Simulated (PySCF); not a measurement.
# MgSH2 in PySCF: notebook, part 2 of 2

PySCF 2.14.0. The steps go on from the part before.

### Step 4. CCSD(T) correlation energy, HF

File run.py:

```python
import json
import numpy as np
from pyscf.pbc import gto, scf, dft, df
from pyscf.pbc.tools import pyscf_ase
from ase.io import read

atoms = read('MgH2S.cif')
cell = pyscf_ase.cell_from_ase(atoms)
cell.basis = 'cc-pvdz'
cell.exp_to_discard = 0
cell.precision = 1e-08
cell.max_memory = 2520  # MB
cell.verbose = 4
cell.build()

res = {}
kpts = cell.make_kpts([1, 1, 1])
mf = scf.KRHF(cell, kpts, exxdiv='ewald')
mf = mf.density_fit()
mf.with_df._cderi = 'cderi.h5'  # three-centre integrals saved by an earlier run on this cell, basis and mesh
mf.conv_tol = 1e-08
mf.max_cycle = 60

mf.kernel()
res.update(converged=bool(mf.converged), e_tot=mf.e_tot, nelec=cell.nelectron, nao=cell.nao, mesh=list(map(int, cell.mesh)), a=cell.lattice_vectors().tolist(), coords=cell.atom_coords().tolist(),
           mo_energy=[np.real(x).tolist() for x in mf.mo_energy], mo_occ=[np.real(x).tolist() for x in mf.mo_occ])
import h5py
print('fit functions by k pair:', sorted({v['0'].shape[0] for v in h5py.File(mf.with_df._cderi)['j3c'].values()}))
res.update(kpts=cell.get_scaled_kpts(kpts).tolist())
res['parts'] = {k: float(np.real(v)) for k, v in mf.scf_summary.items() if np.isscalar(v)}
json.dump(res, open('results.json', 'w'))
if not mf.converged:
    raise SystemExit('SCF not converged')

print('levels (eV)')
for i, kp in enumerate(res['kpts'][:40]):
    print('k %7.4f %7.4f %7.4f  ' % tuple(kp), ' '.join('%.3f' % (x * 27.211386) for x in res['mo_energy'][i][:20]))

# Mulliken populations
dm, s = np.asarray(mf.make_rdm1()), np.asarray(mf.get_ovlp())
sites = cell.aoslice_by_atom()[:, 2:]
tot = np.einsum('kij,kji->i', dm, s).real / len(kpts)
res['mulliken'] = [cell.atom_charge(i) - tot[a0:a1].sum() for i, (a0, a1) in enumerate(sites)]
print('Mulliken charges', np.round(res['mulliken'], 5))

from pyscf.pbc import cc
mycc = cc.KRCCSD(mf, frozen=6)
mycc.max_cycle = 50
mycc.conv_tol = 1e-6
mycc.keep_exxdiv = False
eris = mycc.ao2mo()
mycc.kernel(eris=eris)
res.update(e_corr=mycc.e_corr, e_mp2=float(np.real(mycc.emp2)), post_converged=bool(mycc.converged))
json.dump(res, open('results.json', 'w'))
res['e_t'] = float(np.real(mycc.ccsd_t(eris=eris)))
res['done'] = True
json.dump(res, open('results.json', 'w'))
```

File MgH2S.cif:

```cif
data_MgH2S
_cell_length_a 10.00000000
_cell_length_b 13.00000000
_cell_length_c 12.00000000
_cell_angle_alpha 90.00000000
_cell_angle_beta 90.00000000
_cell_angle_gamma 90.00000000
_space_group_name_H-M_alt 'P1'
_space_group_name_Hall 'P 1'
_space_group_IT_number 1
loop_
_space_group_symop_operation_xyz
'x,y,z'
loop_
_atom_site_label
_atom_site_type_symbol
_atom_site_symmetry_multiplicity
_atom_site_Wyckoff_symbol
_atom_site_fract_x
_atom_site_fract_y
_atom_site_fract_z
_atom_site_occupancy
Mg1 Mg 1 a 0.5088700000 0.4527500000 0.5179625000 1
S1 S 1 a 0.4558600000 0.5894653800 0.4052041700 1
H1 H 1 a 0.5467400000 0.3511423100 0.6004625000 1
H2 H 1 a 0.5439600000 0.6520884600 0.4559208300 1
```

Potentials or basis: cc-pvdz (all-electron).

Launch:

```bash
OMP_NUM_THREADS=2 python -u run.py > log
```

The log of the run:

```text
Discarded 0 diffused primitive functions, 0 contracted functions

PySCF version 2.14.0

[INPUT] verbose = 4
[INPUT] num. atoms = 4
[INPUT] num. electrons = 30
[INPUT] charge = 0
[INPUT] spin (= nelec alpha-beta = 2S) = 0
[INPUT] symmetry False subgroup None
[INPUT] Mole.unit = angstrom
[INPUT] Symbol           X                Y                Z      unit          X                Y                Z       unit  Magmom
[INPUT]  1 Mg     5.088700000000   5.885750000000   6.215550000000 AA    9.616249330074  11.122455537659  11.745687213540 Bohr   0.0
[INPUT]  2 S      4.558600000000   7.663049940000   4.862450040000 AA    8.614505511442  14.481065665465   9.188698869980 Bohr   0.0
[INPUT]  3 H      5.467400000000   4.564850030000   7.205550000000 AA   10.331888613447   8.626316356413  13.616516076860 Bohr   0.0
[INPUT]  4 H      5.439600000000   8.477149980000   5.471049960000 AA   10.279354227184  16.019491779062  10.338786038213 Bohr   0.0

nuclear repulsion = 2.35776307432102
number of shells = 16
number of NR pGTOs = 96
number of NR cGTOs = 46
basis = cc-pvdz
ecp = {}
lattice vectors  a1 [18.897261246, 0.000000000, 0.000000000]
                 a2 [0.000000000, 24.566439619, 0.000000000]
                 a3 [0.000000000, 0.000000000, 22.676713495]
dimension = 3
low_dim_ft_type = None
Cell volume = 10527.4
exp_to_discard = 0
rcut = 36.6499426258274 (nimgs = [2 2 2])
precision = 1e-08
pseudo = None
ke_cutoff = 5582325.433839124
    = [20101 26131 24121] mesh (12669777910951 PWs)

******** <class 'pyscf.pbc.scf.khf.KRHF'> ********
method = KRHF
initial guess = minao
damping factor = 0
level_shift factor = 0
DIIS = <class 'pyscf.scf.diis.CDIIS'>
diis_start_cycle = 1
diis_space = 8
diis_damp = 0
SCF conv_tol = 1e-08
SCF conv_tol_grad = None
SCF max_cycles = 60
direct_scf = True
direct_scf_tol = 1e-13

******** PBC SCF flags ********
N kpts = 1
Exchange divergence treatment (exxdiv) = ewald
    madelung (= occupied orbital energy shift) = 0.12706052843129126
    Total energy shift due to Ewald probe charge = -1/2 * Nelec*madelung = -1.90590792647
DF object = <pyscf.pbc.df.df.GDF object>
Set gradient conv threshold to 0.0001

******** <class 'pyscf.pbc.df.rsdf_builder._RSNucBuilder'> ********
mesh = [37 47 45] (78255 PWs)
ke_cutoff = 17.302185920816544
omega = 0.5229654415994075
exclude_d_aux = False
exclude_dd_block = True
j2c_eig_always = False
has_long_range = True
init E= -598.19905509838
  HOMO = -0.305641366302  LUMO = -0.000652163010583  gap/eV = 8.29918
cycle= 1 E= -598.303704294115  delta_E= -0.105  |g|= 0.26  |ddm|= 1.43
  HOMO = -0.313709609748  LUMO = 0.0502753184862  gap/eV = 9.90453
cycle= 2 E= -598.338039199724  delta_E= -0.0343  |g|= 0.0924  |ddm|= 0.441
  HOMO = -0.350721115717  LUMO = 0.0602856657085  gap/eV = 11.18406
cycle= 3 E= -598.341774881251  delta_E= -0.00374  |g|= 0.0243  |ddm|= 0.119
  HOMO = -0.3467054726  LUMO = 0.0614276020142  gap/eV = 11.10587
cycle= 4 E= -598.342323754937  delta_E= -0.000549  |g|= 0.00383  |ddm|= 0.0569
  HOMO = -0.346964735596  LUMO = 0.0609407671167  gap/eV = 11.09967
cycle= 5 E= -598.342338485747  delta_E= -1.47e-05  |g|= 0.00113  |ddm|= 0.00825
  HOMO = -0.346740511655  LUMO = 0.0608849825948  gap/eV = 11.09205
cycle= 6 E= -598.342339932133  delta_E= -1.45e-06  |g|= 0.000336  |ddm|= 0.0027
  HOMO = -0.346787876459  LUMO = 0.0608691180662  gap/eV = 11.09291
cycle= 7 E= -598.342340083785  delta_E= -1.52e-07  |g|= 7.38e-05  |ddm|= 0.000986
  HOMO = -0.346764268322  LUMO = 0.0608697029417  gap/eV = 11.09229
cycle= 8 E= -598.342340091913  delta_E= -8.13e-09  |g|= 1.48e-05  |ddm|= 0.000249
  HOMO = -0.346763186184  LUMO = 0.0608702771348  gap/eV = 11.09227
Extra cycle  E= -598.342340092131  delta_E= -2.18e-10  |g|= 6.33e-06  |ddm|= 3.9e-05
converged SCF energy = -598.342340092131
fit functions by k pair: [344]
levels (eV)
k  0.0000  0.0000  0.0000   -2500.940 -1334.494 -242.489 -179.416 -179.369 -179.332 -102.950 -62.675 -62.662 -62.602 -24.687 -13.744 -11.320 -10.108 -9.436 1.656 1.889 1.986 4.063 5.347
Mulliken charges [ 0.53453 -0.39468 -0.20912  0.06927]

******** <class 'pyscf.pbc.df.rsdf_builder._RSNucBuilder'> ********
mesh = [37 47 45] (78255 PWs)
ke_cutoff = 17.302185920816544
omega = 0.5229654415994075
exclude_d_aux = False
exclude_dd_block = True
j2c_eig_always = False
has_long_range = True
using incore ERI storage

******** <class 'pyscf.pbc.cc.kccsd_rhf.RCCSD'> ********
CC2 = 0
CCSD nocc = 9, nmo = 40
frozen orbitals 6
max_cycle = 50
direct = 1
conv_tol = 1e-06
conv_tol_normt = 1e-05
diis_space = 6
diis_start_cycle = 0
diis_start_energy_diff = 1e+09
Init t2, MP2 energy (with fock eigenvalue shift) = -0.174100717298674
Init E_corr(RCCSD) = -0.174100717298674
cycle = 1  E_corr(RCCSD) = -0.193304816162016  dE = -0.0192040989  norm(t1,t2) = 0.0512968
cycle = 2  E_corr(RCCSD) = -0.198294869245193  dE = -0.00499005308  norm(t1,t2) = 0.0182438
cycle = 3  E_corr(RCCSD) = -0.200601731099176  dE = -0.00230686185  norm(t1,t2) = 0.00812083
cycle = 4  E_corr(RCCSD) = -0.200771369755886  dE = -0.000169638657  norm(t1,t2) = 0.0021408
cycle = 5  E_corr(RCCSD) = -0.200695176540976  dE = 7.61932149e-05  norm(t1,t2) = 0.000936552
cycle = 6  E_corr(RCCSD) = -0.200693549723521  dE = 1.62681745e-06  norm(t1,t2) = 0.000187775
cycle = 7  E_corr(RCCSD) = -0.200696658857602  dE = -3.10913408e-06  norm(t1,t2) = 5.76612e-05
cycle = 8  E_corr(RCCSD) = -0.200696656620789  dE = 2.23681296e-09  norm(t1,t2) = 1.54813e-05
cycle = 9  E_corr(RCCSD) = -0.200696555632711  dE = 1.00988078e-07  norm(t1,t2) = 5.72151e-06
RCCSD converged
E(RCCSD) = -598.543036647764  E_corr = -0.2006965556327112
pyscf/pbc/cc/kccsd_t_rhf.py:293: ComplexWarning: Casting complex values to real discards the imaginary part
  my_permuted_w[ki,kj,kk] = t3Tw
pyscf/pbc/cc/kccsd_t_rhf.py:294: ComplexWarning: Casting complex values to real discards the imaginary part
  my_permuted_v[ki,kj,kk] = t3Tv
CCSD(T) correction per cell = -0.00445962048700478
CCSD(T) correction per cell (imag) = 0
```

Wall time 9.6 s (2 threads of Arm Neoverse V2, shared host); peak memory 1.8 GiB.

What came out:

- Free energy: -16281.7245 eV
- Gap between the frontier levels: 11.09 eV
- Mulliken charges: Mg +0.53; S -0.39; H -0.21, +0.07 e
- Triples correction: -0.121 eV
- MP2 correlation energy per cell: -4.738 eV
- CCSD correlation energy per cell: -5.461 eV

Levels at points of the mesh, in eV from the valence-band top:
| k point | band 13 | band 14 | band 15 | band 16 | band 17 | band 18 |
| --- | --- | --- | --- | --- | --- | --- |
| (0.00, 0.00, 0.00) | -1.88 | -0.67 | 0.00 | 11.09 | 11.32 | 11.42 |

Caveat: the basis is small and the box finite, so much correlation energy is missing and levels can be off by tenths of an eV; Mulliken charges move with the basis; this is a molecule in a periodic box at the Γ point, so its band gap is the HOMO-LUMO gap; total energy, band gap and charges are those of the mean-field reference; the basis of atomic orbitals isn't converged, which shifts pressures, moduli and gaps.

### Step 5. Overview

```tsv
task	level	grid for exchange and correlation	gap on the mesh (eV)
G0W0 quasiparticle levels	PBE0	Becke, atom-centred	-
excitation energies (Tamm-Dancoff)	PBE0	Becke, atom-centred	6.20
CCSD(T) correlation energy	HF	-	11.09
```

Alike in all rows: potentials or basis cc-pvdz (all-electron); no spin polarisation; cell as given; k mesh 1 × 1 × 1; smearing fixed.

Caveats: the basis is small and the box finite, so much correlation energy is missing and levels can be off by tenths of an eV; this is a molecule in a periodic box at the Γ point, so its band gap is the HOMO-LUMO gap; the basis of atomic orbitals isn't converged, which shifts pressures, moduli and gaps; the iterative solver can pass over a root and still report convergence (some runs).

Absolute energies hang on the potentials; compare differences alone.
